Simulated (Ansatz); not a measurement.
Predict the output of the script below (Ansatz 0.2.0, Python API).

Script `clgeh5sn_tae.py`:
```python
"""Energy to split ClGeH5Sn into its atoms."""

from collections import Counter

import ansatz as az


def energy(molecule, charge=0, unpaired=0):
    calc = (
        molecule.calculation()
        .basis(gaussian="def2-TZVP")
        .functional("cam_b3lyp")
    )
    if charge:
        calc = calc.charge(charge)
    if unpaired:
        calc = calc.spin("collinear", total=unpaired)
    report = calc.run().report
    if report["published_state_doubts"]:
        print("  doubts:", report["published_state_doubts"])
    return report["free_energy_ev"]

GEOMETRY = """
Cl   -2.54080    1.38750   -0.02670
Sn   -0.53270    0.68450   -0.90300
Ge    0.63710   -0.77440    0.85960
H    -0.73510   -0.25090   -2.35000
H     0.47650    2.06040   -1.31110
H     0.91570    0.08060    2.15090
H     2.05310   -1.26520    0.31080
H    -0.18170   -1.97960    1.21370
"""


def main() -> None:
    mol = az.Crystal.molecule()
    for line in GEOMETRY.strip().splitlines():
        symbol, *xyz = line.split()
        mol = mol.atom(symbol, [float(v) for v in xyz])

    # Hund ground states
    unpaired = {"Cl": 1, "Sn": 2, "Ge": 2, "H": 1}
    counts = Counter(site.symbol for site in mol.cartesian_sites)
    atom_energy = {s: energy(az.Crystal.molecule().atom(s, (0, 0, 0)), 0, unpaired[s]) for s in counts}
    whole = energy(mol, 0, 0)
    for s, e in atom_energy.items():
        print(f"{s:2s} x{counts[s]}  {e:14.5f} eV")
    print(f"ClGeH5Sn: {whole:.5f} eV")
    split = sum(counts[s] * e for s, e in atom_energy.items()) - whole
    print(f"atomisation energy (no zero-point term): {96.485332 * split:.1f} kJ/mol, {split / sum(counts.values()):.3f} eV an atom")


if __name__ == "__main__":
    main()
```

```console
$ python clgeh5sn_tae.py
Cl x1    -12521.75822 eV
Sn x1     -5829.64875 eV
Ge x1    -56519.08593 eV
H  x5       -13.57334 eV
ClGeH5Sn: -74958.33779 eV
atomisation energy (no zero-point term): 1927.6 kJ/mol, 2.497 eV an atom
```

1927.6 kJ/mol from the electronic energies, without the zero-point term.

Caveats:
- Total energies depend on the basis set; only differences at equal settings carry meaning.
- The geometry is a force-field or estimated start, not a minimum of this method, and the basis set is short of its limit. All parts are taken at fixed geometry, without zero-point energy.
- def2 sets replace the cores of elements past krypton by effective core potentials.
- The spin-orbit lowering of heavy atoms is left out.
- It ran for 14 s on 1 thread of Intel(R) Xeon(R) Processor @ 2.30GHz, on a shared host, peak memory 0.52 GiB.
